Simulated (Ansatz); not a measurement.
# BH5P2S: the cost of one run

Program: Ansatz 0.2.0, Gaussian basis. Level of theory: the settings change from run to run. These are calculated values, not measurements.

**1. The molecule**

An earlier PBE0-D4 in a triple-zeta def2 set relaxation fixed the geometry.

SMILES `PBSP`, 9 atoms, charge 0, spin multiplicity 1.

Atoms are counted from 1 here; the program's logs count them from 0.

Bond lengths: P1–B2 1.895 Å, P1–H5 1.415 Å, P1–H6 1.416 Å, B2–S3 1.776 Å, B2–H7 1.193 Å, S3–P4 2.133 Å, P4–H8 1.421 Å, P4–H9 1.421 Å. Angles: B2–P1–H5 97.9°, B2–P1–H6 100.9°, H5–P1–H6 97.2°, P1–B2–S3 120.1°, P1–B2–H7 119.3°, S3–B2–H7 120.3°, B2–S3–P4 101.9°, S3–P4–H8 95.7°, S3–P4–H9 96.3°, H8–P4–H9 92.1°.

Coordinates:

```mol
BH5P2S
  3D, bonds by distance, orders not assigned

  9  8  0  0  0  0  0  0  0  0999 V2000
    0.4965    2.4289    0.3247 P   0  0
    0.3689    0.6358   -0.2760 B   0  0
   -0.4037   -0.5937    0.7467 S   0  0
    0.0348   -2.3901   -0.3166 P   0  0
    0.0928    3.0637   -0.8744 H   0  0
   -0.7291    2.5651    1.0197 H   0  0
    0.9134    0.3196   -1.2892 H   0  0
   -1.2496   -2.9737   -0.1459 H   0  0
    0.5646   -3.1020    0.7938 H   0  0
  1  2  8  0
  2  3  8  0
  3  4  8  0
  1  5  8  0
  1  6  8  0
  2  7  8  0
  4  8  8  0
  4  9  8  0
M  END
```

**2. r2SCAN0/aug-cc-pVTZ**

Options: D3(BJ) dispersion, the search for lower states set to light.

File in.yaml:

```yaml
crystal:
  periodic: [false, false, false]
  atoms:
    - {symbol: P, position_ang: [0.496505, 2.428904, 0.324666]}
    - {symbol: B, position_ang: [0.368919, 0.635783, -0.275976]}
    - {symbol: S, position_ang: [-0.403701, -0.593696, 0.746700]}
    - {symbol: P, position_ang: [0.034831, -2.390068, -0.316594]}
    - {symbol: H, position_ang: [0.092839, 3.063670, -0.874365]}
    - {symbol: H, position_ang: [-0.729145, 2.565138, 1.019692]}
    - {symbol: H, position_ang: [0.913385, 0.319627, -1.289160]}
    - {symbol: H, position_ang: [-1.249626, -2.973727, -0.145862]}
    - {symbol: H, position_ang: [0.564593, -3.102032, 0.793798]}
basis:
  gaussian: {orbitals: aug-cc-pVTZ}
hamiltonian: {xc: {name: r2SCAN0}, dispersion: d3bj}
scf: {lower_state_search: light}
```

Launch:

```sh
$ ansatz run in.yaml --threads 2 --pin off --events-out ev --progress --plain --max-ram 4352MiB
```

Q: Estimate wall time and peak memory on 2 threads of Intel Xeon Platinum 8175M at 2.50GHz, shared host.

About 14 s, with a peak of 0.82 GiB.
